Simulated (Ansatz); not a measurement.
# SiSn2: a single-point run

Wanted: a converged single-point run for SiSn2, and a check of what comes out. The structure is shown as the input types it. The cell is built on a prototype (ordering on diamond) and needn't be the phase found in nature.

Program: Ansatz 0.2.0. Level of theory: density functional or hybrid calculation with the settings of its input, plane waves (as first typed). These are calculated values, not measurements.

3 further runs of the same task are left out: 3 that didn't finish.

**1. The structure to begin with**

The structure is trigonal, space group P3m1 (No. 156). Conventional cell: a = 4.389 Å, b = 4.389 Å, c = 10.746 Å, α = 90.00°, β = 90.00°, γ = 120.00°. Around Si (site symmetry 3m) lie 4 Sn at 2.59 to 2.66 Å. Si (site symmetry 3m) is surrounded by 4 Sn at 2.61 to 2.66 Å. Around Sn (site symmetry 3m) lie 4 Sn at 2.76 to 2.83 Å. Sn (site symmetry 3m) is surrounded by 4 Si at 2.61 to 2.66 Å. Sn (site symmetry 3m) has 3 Si at 2.66 Å and 1 Sn at 2.83 Å as nearest neighbours. Around Sn (site symmetry 3m) lie 1 Si at 2.59 Å and 3 Sn at 2.76 Å.

Coordinates:

```xyz
6
Lattice="4.3891 0.0000 0.0000 -2.1946 3.8011 0.0000 0.0000 0.0000 10.7457" Properties=species:S:1:pos:R:3 pbc="T T T"
Si    0.0000    0.0000   -0.0870
Si    2.1946    1.2670    7.2372
Sn    0.0000    2.5341    3.6056
Sn    2.1946    1.2670    9.8508
Sn    0.0000    2.5341    6.4367
Sn    0.0000    0.0000    2.5074
```

**2. Running it**

Input file input.yaml:

```yaml
crystal:
  lattice:
    - [4.3891122683, 1.0e-10, 0.0]
    - [-2.1945561342, 3.8010827244, 0.0]
    - [0.0, 0.0, 10.7457090602]
  atoms:
    - { symbol: Si, position: [0.0, 0.0, -0.0080989624] }
    - { symbol: Si, position: [0.6666666667, 0.3333333333, 0.6734937263] }
    - { symbol: Sn, position: [0.3333333333, 0.6666666667, 0.3355399853] }
    - { symbol: Sn, position: [0.6666666667, 0.3333333333, 0.9167177913] }
    - { symbol: Sn, position: [0.3333333333, 0.6666666667, 0.5990042122] }
    - { symbol: Sn, position: [0.0, 0.0, 0.2333432474] }
kpoints:
  mp_grid: { grid: [6, 6, 2] }
hamiltonian:
  xc: hse06
scf:
  occupations: { method: cold, width: 1.5 }
  n_extra_bands: 5
output:
  forces: true
  stress: true
  eigenvalues: true
```

Started as:

```sh
> ansatz run input.yaml --threads 4 --pin off --max-ram 4608MiB --backend cpu --events-out ev --progress --plain --runs-dir out
```

What happens when this is run?

This run ends as converged, with warnings (filled band counts differ across k points, stress exchange threshold loose, stress scf threshold loose). Its log warns: «output.stress: scf.convergence.dr2_threshold = 1e-7 eV (the SCF's general default) is looser than the 6e-10 eV advised for a printed stress (1e-10 eV for each atom of the ...»

In the input, scf.occupations.method is cold; scf.occupations.width is 1.5. A smearing of this width stands for electrons at many thousands of kelvin; it empties bonding states and fills antibonding ones.

The test: set scf.occupations.method to fermi_dirac and scf.occupations.width to 0.02.
